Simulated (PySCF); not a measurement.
# GeH+: bond curves at several levels of theory

One table from this session's results is given with a row withheld; the runs are named, their logs left out.

The runs use PySCF 2.14.0; Ge def2-TZVPPD, H def2-TZVPPD, no relativity.

Set-up of the first run:

A driver script around PySCF takes these settings:

```
atoms                         : Ge, H
charge                        : 1
basis                         : Ge def2-TZVPPD, H def2-TZVPPD
Hamiltonian                   : no relativity
basis functions               : 71
electrons treated             : 32
masses in u                   : 73.9212, 1.0078
levels                        : PBE0, PBE, r²SCAN, M06-L, M06, BLYP, B97-3, BHandHLYP, ωB97X, HF, MP2, SCS-MP2, CCSD, CCSD(T)
grid                          : 80 radial by 434 angular points
occupations                   : held fixed by the projection of orbital angular momentum
dissociation limit            : Ge+ + H, each in its ground configuration
starting distance in angstrom : 1.580
values of 2S to try           : 0, 2
```

On the command line:

```bash
> OMP_NUM_THREADS=1 python dia.py task.json out
```

Steps of the session up to this table: The job; First curve: PBE0; Higher solutions at PBE0; PBE (GGA); r²SCAN (meta-GGA); M06-L; M06 (hybrid meta-GGA); BLYP (GGA); B97-3 (global hybrid GGA); BHandHLYP; ωB97X (range-separated hybrid); RHF (mean field); Correlated methods on the Hartree–Fock reference.

One of the session's tables, all rows but one given; the rest of the session is left out.

Energy (eV) from each level's lowest point:

| R (Å) | RHF | RHF-MP2 | RHF-SCS-MP2 | RHF-CCSD | RHF-CCSD(T) |
| --- | --- | --- | --- | --- | --- |
| 1.367 | 0.456 | 0.412 | 0.422 | n/a | n/a |
| 1.431 | 0.195 | 0.169 | 0.176 | 0.191 | 0.193 |
| 1.495 | 0.051 | 0.039 | 0.042 | 0.052 | 0.054 |
| 1.542 | ? | ? | ? | ? | ? |
| 1.590 | 0.000 | 0.001 | 0.000 | 0.000 | 0.000 |
| 1.638 | 0.031 | 0.035 | 0.032 | 0.026 | 0.025 |
| 1.701 | 0.117 | 0.122 | 0.116 | 0.101 | 0.098 |
| 1.781 | 0.278 | 0.280 | 0.271 | 0.243 | 0.237 |
| 1.876 | 0.528 | 0.522 | 0.508 | 0.462 | 0.451 |
| 2.003 | 0.920 | 0.896 | 0.876 | n/a | n/a |

Q: Estimate the row for R (Å) = 1.542 from the others.

Worked estimate for «RHF». A straight line through the neighbours (1.495, 0.051) and (1.590, 0.000) gives 0.051 + (0.000 − 0.051) × (1.542 − 1.495) / (1.590 − 1.495) = 0.026; a parabola fitted to 4 rows on both sides gives 0.003.

The run gave: RHF: 0.004; RHF-MP2: 0.000; RHF-SCS-MP2: 0.001; RHF-CCSD: 0.006; RHF-CCSD(T): 0.007. In «RHF» the line misses by +0.022 and the parabola by -0.001.
